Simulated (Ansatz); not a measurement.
# MgGeH (quartet): wave-function methods side by side at distance Mg2–H3 = 1.531 Å, 6-31G

How much of the correlation energy of MgGeH (quartet) does each wave-function method recover here?

Program: Ansatz 0.2.0, Gaussian basis. Level of theory: 6-31G, core rule «outside noble gas», up to 19 orbitals frozen. These are calculated values, not measurements.

To be run: UHF; CCSD(T) on ROHF; CCSD(T) on UHF; BCCD(T) on ROHF; CISD; CCSDT(Q) on ROHF; CCSDT(Q) on UHF; CASSCF and MRCISD+Q, 5 electrons in 5 orbitals; CASSCF and NEVPT2, 5 electrons in 5 orbitals; CASSCF and MRCISD+Q, 7 electrons in 9 orbitals; CASSCF and NEVPT2, 7 electrons in 9 orbitals; Full CI.

18 further runs of the same task are left out: 15 that didn't finish, 3 set aside as unsound or not needed.

### Step 1. The geometry

The geometry derives from a PBE0/def2-TZVP stationary point (not a proven minimum). One bond is set to the value named and the two fragments are kept rigid. No spin-orbit coupling is included. The filled d shell of Ge may be among the frozen orbitals whatever the setting's name suggests; the logs give the count.

3 atoms, charge 0, spin multiplicity 4.

Atoms are counted from 1 here; the program's logs count them from 0.

Bond lengths: Ge1–Mg2 2.553 Å, Mg2–H3 1.531 Å. Angles: Ge1–Mg2–H3 180.0°.

Geometry (Å):

```xyz
3

Ge    0.0000    0.0000    2.2121
Mg    0.0000    0.0000   -0.3405
H     0.0000    0.0000   -1.8715
```

### Step 2. UHF

The input, in.yaml:

```yaml
crystal:
  periodic: [false, false, false]
  atoms:
    - {symbol: Ge, position_ang: [0.000000, 0.000000, 2.212079]}
    - {symbol: Mg, position_ang: [0.000000, 0.000000, -0.340539]}
    - {symbol: H, position_ang: [0.000000, 0.000000, -1.871539]}
basis:
  gaussian: {orbitals: 6-31G}
magnetization: {spin_polarized: true, initial_magnetization: 3}
hamiltonian: {xc: hf}
output: {orbitals: {seedname: orbitals}}
```

Started as:

```sh
ansatz run in.yaml --threads 1 --pin off --events-out ev --progress --plain --max-ram 2393MiB
```

After this run come: CCSD(T) on ROHF; CCSD(T) on UHF; BCCD(T) on ROHF; CISD; CCSDT(Q) on ROHF; CCSDT(Q) on UHF; CASSCF and MRCISD+Q, 5 electrons in 5 orbitals; CASSCF and NEVPT2, 5 electrons in 5 orbitals; CASSCF and MRCISD+Q, 7 electrons in 9 orbitals; CASSCF and NEVPT2, 7 electrons in 9 orbitals; Full CI.

Q: Predict the results of all the runs planned. Wanted: FCI from the RHF energy; RMP2 from FCI; UMP2 from FCI; RCCSD from FCI; RCCSD(T) from FCI; UCCSD(T) from FCI; RCCSDT(Q) from FCI; UCCSDT(Q) from FCI; NEVPT2 pair from FCI.

The runs gave:

| quantity | value |
| --- | --- |
| FCI from the ROHF energy | -1.4662 eV |
| RMP2 from FCI | +43.6 kJ/mol |
| UMP2 from FCI | +43.4 kJ/mol |
| RCCSD from FCI | +3.7 kJ/mol |
| RCCSD(T) from FCI | +1.2 kJ/mol |
| UCCSD(T) from FCI | +0.9 kJ/mol |
| RCCSDT(Q) from FCI | 0.0 kJ/mol |
| UCCSDT(Q) from FCI | -0.3 kJ/mol |
| NEVPT2 pair from FCI | +32.7 kJ/mol |
| MRCISD+Q pair from FCI | +1.1 kJ/mol |
| NEVPT2 valence from FCI | +13.8 kJ/mol |
| levels within 1 kcal/mol (43 meV) | RCCSD, UCCSD, RCCSD(T), UCCSD(T), BCCD(T), RCCSDT, UCCSDT, RCCSDT(Q), UCCSDT(Q), MRCISD+Q pair, MRCISD valence, MRCISD+Q valence |
| T1 diagnostic | 0.025 |
| effectively unpaired electrons | 3.02 |

What this shows: RCCSD(T) misses by +1.2 kJ/mol, 0.9 % of the correlation energy. UCCSDT, UCCSDT(Q) fall below full CI: unrestricted runs freeze a spin-polarised core, another one than full CI's, and coupled cluster isn't variational. One determinant dominates. Of the multireference levels listed MRCISD+Q valence comes nearest in total energy (+0.5 kJ/mol), which doesn't show that its space is the better one. These misses are within one basis, not against nature; the frozen cores of restricted and unrestricted runs differ, which can shift their rows.

Levels on UHF freeze UHF's core orbitals, full CI those of ROHF, so the U rows can settle a little off it for that reason alone.

With open shells the CI space here admits some triples and quadruples, so it is larger than plain CISD.
